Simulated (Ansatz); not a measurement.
# Ga2Te3O: the cost of one run

Computed with Ansatz 0.2.0 (DFT PBE, scalar-relativistic, plane waves, PAW, unless a step's input says otherwise).

### 1 The starting structure

Symmetry: P6mm, No. 183, hexagonal system. The conventional cell has a = 6.195 Å, b = 6.195 Å, c = 4.576 Å, α = 90.00°, β = 90.00°, γ = 120.00°. Around Ga (site symmetry 3m) lie 6 Te at 2.90 to 2.91 Å. Around Te (site symmetry 2mm) lie 4 Ga at 2.90 to 2.91 Å and 4 Te at 3.10 Å. Around O (site symmetry 6mm) lie 6 Te at 3.23 Å.

Structure file:

```xyz
6
Lattice="6.1951 0.0000 0.0000 -3.0975 5.3651 0.0000 0.0000 0.0000 4.5756" Properties=species:S:1:pos:R:3 pbc="T T T"
Ga    3.0975    1.7884    2.2702
Ga    0.0000    3.5767    2.2702
Te   -1.5488    2.6825    4.5528
Te    3.0975    0.0000    4.5528
Te    1.5488    2.6825    4.5528
O     0.0000    0.0000    0.8814
```

A structure generator made this guess: species swapped into a database cell of NaSn2Pd3 (P6mm, No. 183), with O on the Na sites, Ga on the Sn sites and Te on the Pd sites. Its size is a rough estimate.

### 2 A first look at the guess

File input.yaml:

```yaml
crystal:
  lattice:
    - [6.19506827, 0.0, 0.0]
    - [-3.09753414, 5.3650865, 0.0]
    - [0.0, 0.0, 4.5755635]
  atoms:
    - { symbol: Ga, position: [0.66666667, 0.33333333, 0.49614772] }
    - { symbol: Ga, position: [0.33333333, 0.66666667, 0.49614772] }
    - { symbol: Te, position: [0.0, 0.5, 0.99502307] }
    - { symbol: Te, position: [0.5, 0.0, 0.99502307] }
    - { symbol: Te, position: [0.5, 0.5, 0.99502307] }
    - { symbol: O, position: [0.0, 0.0, 0.19263026] }
basis:
  ecutwfc: 420
kpoints:
  mp_grid: { grid: [3, 3, 4] }
hamiltonian:
  xc: pbe
scf:
  occupations: { method: gaussian, width: 0.1 }
  lower_state_search: "off"
output:
  forces: true
  stress: true
  eigenvalues: true
```

Launch:

```
> ansatz run input.yaml --threads 1 --pin off --max-ram 2560MiB --backend cpu --events-out ev --progress --plain --runs-dir out
```

**Question.** How long does this run take on 1 thread of AMD EPYC (Zen 3), shared host, and how much memory does it need?

About 11 s, with a peak of 0.4 GiB.
